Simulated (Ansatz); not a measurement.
# C₂H₇AlOSi: basis-set convergence

How large a basis does C₂H₇AlOSi need? Two functionals are run in growing sets.

Computed with Ansatz 0.2.0, Gaussian basis. Level: one geometry, several basis sets.

Plan: PBE0-D4/def2-SVP; ωB97M-V/def2-SVP; PBE0-D4/def2-QZVPP; ωB97M-V/def2-QZVPP; the functionals' def2-TZVPP values are taken from earlier runs.

**1. The geometry**

The geometry comes from an earlier relaxation with PBE0-D4 in a triple-zeta def2 set; it is a stationary point, not always the lowest conformer.

12 atoms, charge 0, spin multiplicity 1.

Atoms are counted from 1 here; the program's logs count them from 0.

Bond lengths: C1–Al2 1.931 Å, C1–H6 1.093 Å, C1–H7 1.091 Å, C1–H8 1.093 Å, Al2–O3 1.707 Å, Al2–C4 1.887 Å, O3–C4 1.510 Å, C4–Si5 1.856 Å, C4–H9 1.093 Å, Si5–H10 1.493 Å, Si5–H11 1.491 Å, Si5–H12 1.491 Å. Angles: Al2–C1–H6 110.0°, Al2–C1–H7 112.0°, Al2–C1–H8 110.3°, H6–C1–H7 108.3°, H6–C1–H8 107.7°, H7–C1–H8 108.4°, C1–Al2–O3 141.0°, C1–Al2–C4 169.7°, O3–Al2–C4 49.4°, Al2–O3–C4 71.6°, Al2–C4–O3 59.1°, Al2–C4–Si5 122.4°, Al2–C4–H9 120.1°, O3–C4–Si5 113.5°, O3–C4–H9 111.7°, Si5–C4–H9 115.1°, C4–Si5–H10 109.2°, C4–Si5–H11 109.5° and more.

**2. PBE0-D4 in def2-SVP**

Contents of in.yaml:

```yaml
crystal:
  periodic: [false, false, false]
  atoms:
    - {symbol: C, position_ang: [-2.587587, -0.784570, 0.155528]}
    - {symbol: Al, position_ang: [-0.760037, -0.258511, 0.489196]}
    - {symbol: O, position_ang: [0.695583, -0.864108, 1.142338]}
    - {symbol: C, position_ang: [0.934906, 0.550386, 0.672479]}
    - {symbol: Si, position_ang: [2.137412, 0.668100, -0.736377]}
    - {symbol: H, position_ang: [-2.613569, -1.626079, -0.541878]}
    - {symbol: H, position_ang: [-3.176528, 0.030484, -0.268255]}
    - {symbol: H, position_ang: [-3.063951, -1.108874, 1.084317]}
    - {symbol: H, position_ang: [1.132643, 1.226247, 1.508257]}
    - {symbol: H, position_ang: [1.654511, -0.181572, -1.865103]}
    - {symbol: H, position_ang: [2.208095, 2.078273, -1.214408]}
    - {symbol: H, position_ang: [3.515422, 0.215024, -0.392193]}
basis:
  gaussian: {orbitals: def2-SVP}
hamiltonian: {xc: pbe0, dispersion: d4}
output: {orbitals: {seedname: orbitals}}
```

Started as:

```console
$ ansatz run in.yaml --threads 4 --pin off --events-out ev --progress --plain --max-ram 10444MiB
```

After this run come: ωB97M-V in def2-SVP; PBE0-D4 in def2-QZVPP; ωB97M-V in def2-QZVPP.

Q: Predict the results of all the runs planned. Wanted: PBE0-D4: double and triple zeta above quadruple; ωB97M-V: double and triple zeta above quadruple.

The runs gave:

| quantity | value |
| --- | --- |
| PBE0-D4: double and triple zeta above quadruple | 10.82, 0.72 eV |
| ωB97M-V: double and triple zeta above quadruple | 10.99, 0.68 eV |

PBE0-D4 gains 10.10 eV from double to triple zeta, then 0.72 eV more. Total energies overstate the basis error of differences, where much of it tends to cancel. The LUMO of ωB97M-V is positive and keeps falling with the basis (0.94 to 0.28 eV): an unbound level that the basis holds in place.
